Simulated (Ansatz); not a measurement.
# ZrB (octet): wave-function methods side by side, def2-SVP

Aim: climb from Hartree-Fock through coupled cluster and multireference methods for ZrB (octet) at one geometry and basis, and see what each rung misses.

The runs use Ansatz 0.2.0, Gaussian basis; def2-SVP, core rule «outside noble gas», up to 5 orbitals frozen.

Plan: UHF; CCSD(T) on ROHF; CCSD(T) on UHF; CISD as a restricted active space (open shells left free, so some higher excitations enter); CCSDT(Q) on ROHF; CCSDT(Q) on UHF; CCSDTQ on ROHF; CASSCF and MRCISD+Q, 7 electrons in 10 orbitals; CASSCF and NEVPT4(SD), 7 electrons in 10 orbitals; CASSCF and NEVPT2, 7 electrons in 10 orbitals; Full CI.

15 further runs of the same task are left out: 8 for a known fault of the program, 2 that didn't finish, 5 set aside as unsound or not needed. Runs told in other sessions of the task aren't counted.

**1. What is computed**

The geometry is a PBE0/def2-TZVP stationary point (not a proven minimum) of the parent state, kept for this charge and spin. No spin-orbit coupling is included. Elements past krypton take def2 core potentials.

2 atoms, charge 0, spin multiplicity 8.

Atoms are counted from 1 here; the program's logs count them from 0.

Bond lengths: Zr1–B2 2.147 Å.

**2. UHF**

File in.yaml:

```yaml
crystal:
  periodic: [false, false, false]
  atoms:
    - {symbol: Zr, position_ang: [0.000000, 0.000000, 0.000000]}
    - {symbol: B, position_ang: [0.000000, 0.000000, 2.147200]}
basis:
  gaussian: {orbitals: def2-SVP}
magnetization: {spin_polarized: true, initial_magnetization: 7}
hamiltonian: {xc: hf}
output: {orbitals: {seedname: orbitals}}
```

Started as:

```
> ansatz run in.yaml --threads 1 --pin off --events-out ev --progress --plain --max-ram 4096MiB --backend cpu
```

Further steps of the session: CCSD(T) on ROHF; CCSD(T) on UHF; CISD as a restricted active space (open shells left free, so some higher excitations enter); CCSDT(Q) on ROHF; CCSDT(Q) on UHF; CCSDTQ on ROHF; CASSCF and MRCISD+Q, 7 electrons in 10 orbitals; CASSCF and NEVPT4(SD), 7 electrons in 10 orbitals; CASSCF and NEVPT2, 7 electrons in 10 orbitals; Full CI.

Before running them: what should the planned runs give, taken together? Wanted: RCCSDTQ from the RHF energy; RMP2 from RCCSDTQ; UMP2 from RCCSDTQ; RCCSD from RCCSDTQ; RCCSD(T) from RCCSDTQ; UCCSD(T) from RCCSDTQ; RCCSDT(Q) from RCCSDTQ; UCCSDT(Q) from RCCSDTQ; NEVPT2 valence from RCCSDTQ.

As calculated:

| quantity | value |
| --- | --- |
| RCCSDTQ from the ROHF energy | -1.7778 eV |
| RMP2 from RCCSDTQ | +11.75 kcal/mol |
| UMP2 from RCCSDTQ | +10.07 kcal/mol |
| RCCSD from RCCSDTQ | +1.85 kcal/mol |
| RCCSD(T) from RCCSDTQ | +0.55 kcal/mol |
| UCCSD(T) from RCCSDTQ | -0.98 kcal/mol |
| RCCSDT(Q) from RCCSDTQ | +0.01 kcal/mol |
| UCCSDT(Q) from RCCSDTQ | -1.50 kcal/mol |
| NEVPT2 valence from RCCSDTQ | +11.72 kcal/mol |
| NEVPT4(SD) valence from RCCSDTQ | +3.67 kcal/mol |
| MRCISD+Q valence from RCCSDTQ | +1.79 kcal/mol |
| levels within 1 kcal/mol (43 meV) | UCCSD, RCCSD(T), UCCSD(T), RCCSDT, RCCSDT(Q) |
| T1 diagnostic | 0.026 |
| effectively unpaired electrons | 7.00 |

RCCSD(T) lands +0.55 kcal/mol from the yardstick (1.3 % of the correlation energy). CCSD(T) misses by +0.55 kcal/mol on the restricted determinant and by -0.98 kcal/mol on the unrestricted one; the two need not hold the same state or core. One determinant dominates. Of the multireference levels listed MRCISD+Q valence comes nearest in total energy (+1.79 kcal/mol), which doesn't show that its space is the better one. Coupled cluster took another determinant than the lowest Hartree-Fock one. These misses are within one basis, not against nature; the frozen cores of restricted and unrestricted runs differ, which can shift their rows.
